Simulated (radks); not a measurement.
**Polarisabilities and dispersion coefficients of Ni, Mo⁺, Ru and others**

The task here is to estimate one member of a computed series from the others.

Program: radks (a radial shooting solver on a logarithmic mesh, Libxc functionals) version 1. Level of theory: non-relativistic Kohn-Sham, LDA (Slater exchange, VWN5 correlation), spin-polarised, spherical densities, point nucleus; open shells are filled with parallel spins first. These are calculated values, not measurements, unless marked.

### Starting point

```
species : Ni ([Ar] 3d8 4s2), Mo⁺ ([Kr] 4d5), Ru ([Kr] 4d7 5s1), Ti ([Ar] 3d2 4s2), F ([He] 2s2 2p5), Sb²⁺ ([Kr] 4d10 5s2 5p1), Cl²⁺ ([Ne] 3s2 3p3)
```

The first run:

Settings of this run:

```text
Z 28
configuration [Ar] 3d8 4s2
relativity non-relativistic
functional lda,vwn5
spin polarised
nucleus point
response adiabatic LDA kernel
```

Among the steps run: Ni, [Ar] 3d8 4s2; Mo⁺, [Kr] 4d5; Ru, [Kr] 4d7 5s1; Ti, [Ar] 3d2 4s2; F, [He] 2s2 2p5; Sb²⁺, [Kr] 4d10 5s2 5p1; Cl²⁺, [Ne] 3s2 3p3.

One of the session's tables, all rows but one given; the rest of the session is left out.

| species | −ε(HOMO) (eV) | α (bohr³) | α uncoupled (bohr³) | C6 (hartree bohr⁶) |
| --- | --- | --- | --- | --- |
| Ni | 5.565 | 46.25 | 83.73 | 366.7 |
| Mo⁺ | 11.707 | 20.84 | 29.73 | 135.1 |
| Ru | 4.509 | 63.38 | 105.4 | 588.1 |
| Ti | 4.262 | 97.91 | 186.9 | 1108 |
| F | 10.448 | 4.204 | 4.889 | 11.35 |
| Sb²⁺ | ? | ? | ? | ? |
| Cl²⁺ | 33.040 | 5.861 | 9.622 | 20.83 |

Q: Estimate the row for Sb²⁺ from the others.

The run gave: −ε(HOMO) (eV): 20.696; α (bohr³): 16.52; α uncoupled (bohr³): 29.94; C6 (hartree bohr⁶): 103.7. In the column «−ε(HOMO) (eV)» it lies between Mo⁺ (11.707) and Cl²⁺ (33.040).

Uncoupled leaves out the potential induced by the response; C6 and C8 are for like pairs. Ti is the most polarisable and F the least, a factor 23.3 apart. For the pair Ti–F the Casimir-Polder integral gives C6 = 84.69, the rule 2·Ca·Cb/(Ca·αb/αa + Cb·αa/αb) on the like-pair values 80.61. Against the recommended values (Schwerdtfeger and Nagle, 2023 table) the misses are Ni -6 %, Ru -12 %, Ti +13 %, F +12 %. For heavy and open-shell atoms this level can miss by tens of per cent.
